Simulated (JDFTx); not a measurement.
MgAu, 2 atoms in the cell. Symmetry: Pm-3m, No. 221, cubic system. The conventional cell has a = 3.259 Å, b = 3.259 Å, c = 3.259 Å, α = 90.00°, β = 90.00°, γ = 90.00°. Around Au (site symmetry m-3m) lie 8 Mg at 2.82 Å. Mg (site symmetry m-3m) has 8 Au at 2.82 Å as nearest neighbours. 

- Program: JDFTx 1.7.0 (patched build)
- Task: single point
- Functional: PBEsol
- Potentials or basis: PseudoDojo-SR-PBEsol-0.4.1-standard with smoothed tails
- Cutoff: 1143 eV
- Density cutoff: 9143 eV
- k mesh: 8 × 8 × 8
- Occupations: fermi-dirac, width 0.05 eV
- Spin: no spin polarisation
- Local potential set to -Z/r beyond: 6 bohr
- Bands: 21
- Density cutoff over wavefunction cutoff: 8
- Max SCF steps: 100
- SCF threshold on the energy: 1e-09 Ha
- Solver of the electrons: scf
- Further solve for the empty bands: yes

Potentials or basis: PseudoDojo-SR-PBEsol-0.4.1-standard with smoothed tails.

The run is started by

```console
$ jdftx -c 1 -i MgAu.in -o MgAu.out
```

Hardware: 1 thread of Intel(R) Xeon(R) 6975P-C (Granite Rapids) (shared host).

Task: How long does it take, and how much memory?

Result: It took 36 s on 1 thread of Intel(R) Xeon(R) 6975P-C (Granite Rapids), with other jobs on the host, peak memory 0.14 GiB. Counts: scf iterations 11, bands 21, k points 35, plane waves 3035.
